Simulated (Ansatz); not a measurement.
# CrO2: the cost of one run

Method: DFT r²SCAN, scalar-relativistic, plane waves, PAW (the target; the first runs use scalar-relativistic PBE), in Ansatz 0.2.0.

1 further run of the same task is left out (it didn't finish). Runs told in other sessions of the task aren't counted.

### Step 1. The starting structure

Symmetry: P4_2/mnm, No. 136, tetragonal system. Conventional cell: a = 4.436 Å, b = 4.436 Å, c = 2.927 Å, α = 90.00°, β = 90.00°, γ = 90.00°. Cr (site symmetry mmm) has 6 O at 1.89 to 1.92 Å in its first shell of neighbours. O (site symmetry m2m) is surrounded by 3 Cr at 1.89 to 1.92 Å.

Coordinates:

```
CELL_PARAMETERS angstrom
4.43569 0.00000 0.00000
0.00000 4.43569 0.00000
0.00000 0.00000 2.92669
ATOMIC_POSITIONS crystal
Cr 0.00000 0.00000 0.00000
Cr 0.50000 0.50000 0.50000
O 0.30100 0.30100 0.00000
O 0.19900 0.80100 0.50000
O 0.69900 0.69900 0.00000
O 0.80100 0.19900 0.50000
```

Starting moments: Cr 2.00 μB.

### Step 2. Full relaxation (PBE, 4×4×6 mesh)

Input file input.yaml:

```yaml
crystal:
  lattice:
    - [4.4356878155, 0.0, 0.0]
    - [0.0, 4.4356878155, 0.0]
    - [0.0, 0.0, 2.9266911011]
  atoms:
    - { symbol: Cr, position: [0.0, 0.0, 0.0], spin: 2.0 }
    - { symbol: Cr, position: [0.5, 0.5, 0.5], spin: 2.0 }
    - { symbol: O, position: [0.301, 0.301, 0.0] }
    - { symbol: O, position: [0.199, 0.801, 0.5] }
    - { symbol: O, position: [0.699, 0.699, 0.0] }
    - { symbol: O, position: [0.801, 0.199, 0.5] }
basis:
  ecutwfc: 420
  ecutrho_ratio: 4
kpoints:
  mp_grid: { grid: [4, 4, 6] }
hamiltonian:
  xc: pbe
scf:
  occupations: { method: gaussian, width: 0.05 }
output:
  forces: true
  stress: true
  eigenvalues: true
  populations: true
magnetization:
  spin_polarized: true
relax:
  f_tol: 0.03
  max_steps: 60
  cell: { stress_tol: 0.3 }
```

On the command line:

```bash
$ ansatz run input.yaml --threads 4 --pin off --max-ram 7168MiB --backend cpu --events-out ev --progress --plain --runs-dir out
```

Q: Estimate wall time and peak memory on 4 threads of Arm Neoverse N1, shared host.

About 13 s, with a peak of 0.42 GiB.
